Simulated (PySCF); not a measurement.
# C3H9BSi: the cost of one run

The runs use PySCF 2.14.0, with density-fitted response routines of our own; the level of theory stands in each step. All values are computed, except where a source is named. Atoms count from 0, in the outputs and in this text.

## 1. The starting structure

14 atoms, charge 0, multiplicity 1; geometry from: GFN2-xTB. The atoms were then displaced at random by about 0.01 Å, so the start is not that level's minimum.

Bonds of the start (Å): B0–C1 1.51, C1–C2 1.32, C1–Si3 1.88, Si3–C4 1.93, B0–H5 1.21, B0–H6 1.17, C2–H7 1.07, C2–H8 1.09, Si3–H9 1.49, Si3–H10 1.46, C4–H11 1.08, C4–H12 1.11, C4–H13 1.07.

## 2. Geometry optimisation at PBE0-D3(BJ)/def2-SVP

Job settings and geometry (Å):

```
{"job": {"xc": "PBE0", "basis": "def2-SVP", "d3": "d3bj", "grid": 1, "shake": 0.01, "kind": "geom"}, "charge": 0, "multiplicity": 1}
B      0.873180     1.514410     0.729890
C      1.033950     0.200940     0.002890
C      1.992920    -0.225790    -0.799080
Si    -0.392610    -0.964590     0.364140
C     -2.040740    -0.221010    -0.309860
H      0.234730     2.407220     0.221630
H      1.263710     1.674590     1.817850
H      2.034370    -1.202890    -1.238840
H      2.859130     0.404100    -1.019580
H     -0.558910    -1.198500     1.825260
H     -0.151140    -2.245050    -0.296150
H     -2.852710    -0.922130    -0.229200
H     -2.349630     0.679500     0.256350
H     -1.953410     0.084100    -1.333030
```

Command:

```sh
OMP_NUM_THREADS=1 python probes_run.py task.json out
```

The driver reads the jobs from task.json and runs them one after another.

Q: Estimate the wall time and peak memory of this first job on 1 thread of Arm Neoverse V1, shared host.

About 2.4 min, with a peak of 0.52 GiB.
